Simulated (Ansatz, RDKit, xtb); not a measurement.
# C2H7NSi: ranking a sample of isomers

A sample of isomers of C2H7NSi is drawn. Aim: find which of them has the lowest free energy at 298.15 K, then its properties. The sample is small against all isomers, and the most stable one of this formula need not be in it.

Plan: many cheap relaxations first (GFN2-xTB), then density-functional screening, relaxation at PBE0-D3(BJ)/def2-SVP, vibrations and a final energy. The numbers are computed, not measured.

### Step 1. Possible bonding patterns

Isomers were taken from a list of plausible structures; this is a sample, not all of them. That gives 6 candidates.

```
label        SMILES     spin
 c122    C=C[SiH2]N  singlet
 c241   C1C[SiH2]N1  singlet
 c354    C=N[SiH2]C  singlet
 c560    C=NC[SiH3]  singlet
 c698  C/C=N\[SiH3]  singlet
 c901    N=CC[SiH3]  singlet
```

Candidates are built by distance geometry, with a force field where one applies, in up to four conformers (letters a to d).

**Question.** With final energies at CCSD(T)/def2-SVP + MP2/def2-TZVPP - MP2/def2-SVP, which structure will this search put lowest in free energy, and by what margin?

| quantity | value |
| --- | --- |
| lowest structure found | C=C[SiH2]N, singlet, C1 |
| next finalist | C=N[SiH2]C, singlet, 4.4 kcal/mol higher in G |
| share at equilibrium, among the finalists | 99.9 % |
| harmonic wavenumbers, lowest and highest (PBE0-D3(BJ)/def2-SVP) | 127 and 3711 cm⁻¹ |
| rotational constants, same geometry | 0.3411, 0.138, 0.1033 cm⁻¹ |

The search ends on `C=C[SiH2]N`. The margin of 4.4 kcal/mol over the next finalist is beyond the usual error of the last level; it says nothing of structures that weren't ranked. r2SCAN-D4/def2-SVP, PBE0-D3(BJ)/def2-SVP, HF/def2-SVP and MP2/def2-SVP already put its bonding pattern lowest among the structures in one piece; GFN2-xTB favours the singlet C/C=N\[SiH3]; HF/STO-3G favours the singlet C1C[SiH2]N1. Lowest found is not proven lowest: the search is finite, and each finalist counts with one conformer. Only 6 drawn patterns were tried, so whole families of isomers are missing, and the result ranks this sample alone.
